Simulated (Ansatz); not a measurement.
# CH₅GeNO₂: up Jacob's ladder to CCSD(T)

How much do the methods differ for CH₅GeNO₂? The plan is to run it at one geometry with functionals of several rungs and with coupled cluster. The yardstick is the atomisation energy at the CCSD(T) limit.

The runs use Ansatz 0.2.0, Gaussian basis; functionals in def2-TZVPP, the program's frozen cores in correlated methods.

Plan: LDA (SPW92), PBE-D4, revPBE-D4, BLYP-D4, r2SCAN-D4, B97M-V, PBE0-D4, B3LYP-D4, r2SCANh-D4, r2SCAN0-D4, HSE06-D4, BHLYP-D4, CAM-B3LYP-D4, LC-ωPBE, ωB97X-V, ωB97M-V, B2PLYP, PBE-QIDH; CCSD(T)/def2-SVP; CCSD(T)/def2-TZVPP; MP2/def2-QZVPP; extrapolation to the limit; RPA on PBE.

### 1 The geometry

An earlier PBE0-D4 in a triple-zeta def2 set relaxation fixed the geometry.

SMILES `NC(=O)[O][GeH3]`, 10 atoms, charge 0, spin multiplicity 1.

Atoms are counted from 1 here; the program's logs count them from 0.

Bond lengths: N1–C2 1.350 Å, N1–H6 1.002 Å, N1–H7 1.002 Å, C2–O3 1.215 Å, C2–O4 1.334 Å, O4–Ge5 1.828 Å, Ge5–H8 1.529 Å, Ge5–H9 1.529 Å, Ge5–H10 1.535 Å. Angles: C2–N1–H6 118.6°, C2–N1–H7 120.8°, H6–N1–H7 120.6°, N1–C2–O3 124.6°, N1–C2–O4 112.6°, O3–C2–O4 122.8°, C2–O4–Ge5 111.7°, O4–Ge5–H8 109.4°, O4–Ge5–H9 109.4°, O4–Ge5–H10 99.9°, H8–Ge5–H9 113.9°, H8–Ge5–H10 111.7°, H9–Ge5–H10 111.7°.

### 2 LDA

This LDA is Slater exchange with PW92 correlation.

Input file in.yaml:

```yaml
crystal:
  periodic: [false, false, false]
  atoms:
    - {symbol: N, position_ang: [-0.629640, 1.167764, -1.614927]}
    - {symbol: C, position_ang: [-0.514956, 0.258745, -0.623589]}
    - {symbol: O, position_ang: [-1.352678, -0.580598, -0.357789]}
    - {symbol: O, position_ang: [0.632314, 0.373094, 0.046465]}
    - {symbol: Ge, position_ang: [0.765683, -0.872288, 1.378454]}
    - {symbol: H, position_ang: [-1.466328, 1.173239, -2.165890]}
    - {symbol: H, position_ang: [0.089544, 1.847127, -1.772812]}
    - {symbol: H, position_ang: [0.766240, -2.272583, 0.765358]}
    - {symbol: H, position_ang: [-0.348983, -0.644340, 2.399409]}
    - {symbol: H, position_ang: [2.141904, -0.501358, 1.948322]}
basis:
  gaussian: {orbitals: def2-TZVPP}
hamiltonian: {xc: lda}
output: {orbitals: {seedname: orbitals}}
```

After this run come: PBE-D4 (GGA); revPBE-D4 (GGA); BLYP-D4 (GGA); r2SCAN-D4 (meta-GGA); B97M-V (meta-GGA); PBE0-D4 (hybrid); B3LYP-D4 (hybrid); r2SCANh-D4 (hybrid); r2SCAN0-D4 (hybrid); HSE06-D4 (hybrid); BHLYP-D4 (hybrid); CAM-B3LYP-D4 (range-separated); LC-ωPBE (range-separated); ωB97X-V (range-separated); ωB97M-V (range-separated); B2PLYP (double hybrid); PBE-QIDH (double hybrid); CCSD(T) in def2-SVP; CCSD(T) in def2-TZVPP; MP2 in def2-QZVPP; RPA on PBE orbitals.

Q: Predict the results of all the runs planned. Wanted: atomisation energy, CCSD(T)/CBS; farthest beyond LDA; mean size of error, GGA; mean size of error, meta-GGA; mean size of error, hybrid; mean size of error, range-separated; mean size of error, double hybrid; gap, smallest and largest; T1 diagnostic.

**Answer**, as computed:

```
                               quantity                                                                                                                    value
        atomisation energy, CCSD(T)/CBS                                                                                                            3683.0 kJ/mol
 functionals within 36.8 kJ/mol (1.0 %)  revPBE-D4, BLYP-D4, r2SCAN-D4, B97M-V, PBE0-D4, B3LYP-D4, r2SCANh-D4, HSE06-D4, CAM-B3LYP-D4, LC-ωPBE, ωB97X-V, ωB97M-V
                    farthest beyond LDA                                                                                                 BHLYP-D4 (-167.6 kJ/mol)
                mean size of error, GGA                                                                                                              45.8 kJ/mol
           mean size of error, meta-GGA                                                                                                              15.4 kJ/mol
             mean size of error, hybrid                                                                                                              51.1 kJ/mol
    mean size of error, range-separated                                                                                                              14.5 kJ/mol
      mean size of error, double hybrid                                                                                                              42.9 kJ/mol
              gap, smallest and largest                                                                                5.63 eV (LDA (SPW92)), 13.29 eV (LC-ωPBE)
                          T1 diagnostic                                                                                                                   0.0138
triples share of the correlation energy                                                                                                                    3.9 %
```

LDA overbinds by 659.9 kJ/mol (18 %). PBE-D4 is off by +106.1 kJ/mol. Double hybrids carry the basis error of their MP2 part in triple zeta, and no dispersion term here, so their miss is partly the set-up's. The rungs range-separated, meta-GGA miss on average by less than the doubt on the reference (36.8 kJ/mol), so they tie. The reference freezes the cores and leaves out relativity and excitations past (T), and its outer-core shells are covered unevenly, so misses under about 36.8 kJ/mol can't be ranked. Hartree-Fock recovers 67 % of the binding; the rest is correlation. CCSD(T) in def2-SVP is off by -233.4 kJ/mol, more than most functionals: a good method in a small basis is no reference. Orbital gaps span 5.6 to 13.3 eV; exact exchange widens them. Correlated methods include outer-core shells of Ge, which these sets cover unevenly.
